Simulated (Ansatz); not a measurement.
# CH3FSSi: the cost of one run

Computed with Ansatz 0.2.0, Gaussian basis. Level: the settings change from run to run.

## 1. The molecule

The structure was relaxed beforehand with PBE0-D4 in a triple-zeta def2 set.

SMILES `CS[Si]F`, 7 atoms, charge 0, spin multiplicity 1.

Atoms are counted from 1 here; the program's logs count them from 0.

Bond lengths: C1–S2 1.816 Å, C1–H5 1.088 Å, C1–H6 1.089 Å, C1–H7 1.088 Å, S2–Si3 2.135 Å, Si3–F4 1.621 Å. Angles: S2–C1–H5 110.5°, S2–C1–H6 107.0°, S2–C1–H7 110.5°, H5–C1–H6 109.7°, H5–C1–H7 109.6°, H6–C1–H7 109.7°, C1–S2–Si3 105.9°, S2–Si3–F4 100.4°.

Geometry (Å):

```
C    -0.5103    0.7193   -0.0847
S     0.9662    0.4256    0.9318
Si    1.5750   -1.5771    0.5116
F     0.4404   -2.0095   -0.5626
H    -1.3018    0.0232    0.1837
H    -0.8358    1.7391    0.1152
H    -0.2725    0.6114   -1.1406
```

## 2. HSE06/x2c-TZVPPall

Options: relativity set to scalar.

Contents of in.yaml:

```yaml
crystal:
  periodic: [false, false, false]
  atoms:
    - {symbol: C, position_ang: [-0.510330, 0.719339, -0.084693]}
    - {symbol: S, position_ang: [0.966168, 0.425610, 0.931818]}
    - {symbol: Si, position_ang: [1.575028, -1.577123, 0.511562]}
    - {symbol: F, position_ang: [0.440447, -2.009489, -0.562642]}
    - {symbol: H, position_ang: [-1.301842, 0.023185, 0.183704]}
    - {symbol: H, position_ang: [-0.835819, 1.739089, 0.115162]}
    - {symbol: H, position_ang: [-0.272452, 0.611387, -1.140613]}
basis:
  gaussian: {orbitals: x2c-TZVPPall}
hamiltonian: {xc: {name: HSE06}, pseudopotentials: {relativity: scalar}}
output: {forces: true}
```

On the command line:

```bash
ansatz run in.yaml --threads 2 --pin off --events-out ev --progress --plain --max-ram 22528MiB --backend cpu
```

**Question.** How long does this run take on 2 threads of AMD EPYC 7R13, shared host, and how much memory does it need?

About 3.4 s, with a peak of 0.5 GiB.
